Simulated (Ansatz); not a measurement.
# Pb2O: the cost of one run

Program: Ansatz 0.2.0. Level of theory: DFT PBEsol, scalar-relativistic, plane waves, PAW. These are calculated values, not measurements.

1 further run of the same task is left out (set aside as unsound or not needed).

## Step 1: The starting structure

Symmetry: Pn-3m, No. 224, cubic system. Conventional cell: a = 5.380 Å, b = 5.380 Å, c = 5.380 Å, α = 90.00°, β = 90.00°, γ = 90.00°. Pb (site symmetry -3m) is surrounded by 2 O at 2.33 Å. O (site symmetry -43m) has 4 Pb at 2.33 Å in its first shell of neighbours.

Coordinates:

```
Pb O
1.0
     5.38000    0.00000    0.00000
     0.00000    5.38000    0.00000
     0.00000    0.00000    5.38000
Pb O
4 2
Direct
  0.25000 0.25000 0.25000
  0.75000 0.75000 0.25000
  0.25000 0.75000 0.75000
  0.75000 0.25000 0.75000
  0.00000 0.00000 0.00000
  0.50000 0.50000 0.50000
```

This cell was relaxed beforehand with the same method: volume 25.95 Å³/atom, gap on the mesh none (metal).

## Step 2: Electronic structure at the relaxed geometry

input.yaml reads:

```yaml
crystal:
  lattice:
    - [5.38, 0.0, 0.0]
    - [0.0, 5.38, 0.0]
    - [0.0, 0.0, 5.38]
  atoms:
    - { symbol: Pb, position: [0.25, 0.25, 0.25] }
    - { symbol: Pb, position: [0.75, 0.75, 0.25] }
    - { symbol: Pb, position: [0.25, 0.75, 0.75] }
    - { symbol: Pb, position: [0.75, 0.25, 0.75] }
    - { symbol: O, position: [0.0, 0.0, 0.0] }
    - { symbol: O, position: [0.5, 0.5, 0.5] }
basis:
  ecutwfc: 420
kpoints:
  mp_grid: { grid: [8, 8, 8] }
  band_path:
    path:
      - [[0.0, 0.0, 0.0], [0.0, 0.5, 0.0], [0.5, 0.5, 0.0], [0.0, 0.0, 0.0], [0.5, 0.5, 0.5], [0.0, 0.5, 0.0]]
      - [[0.5, 0.5, 0.5], [0.5, 0.5, 0.0]]
    npoints: 14
hamiltonian:
  xc: pbesol
scf:
  occupations: { method: gaussian, width: 0.1 }
  n_extra_bands: 15
output:
  forces: true
  stress: true
  eigenvalues: true
  populations: true
  dos: { projected: true, de: 0.02, nscf_kmesh: { grid: [12, 12, 12] } }
  bader: true
  write_density: true
  write_potential: true
  elf: true
  volumetric_format: npy
```

Started as:

```sh
$ ansatz run input.yaml --threads 1 --pin off --max-ram 2560MiB --backend cpu --events-out ev --progress --plain --runs-dir out
```

Q: Estimate wall time and peak memory on 1 thread of Arm Neoverse V2, shared host.

About 99 s, with a peak of 0.68 GiB.
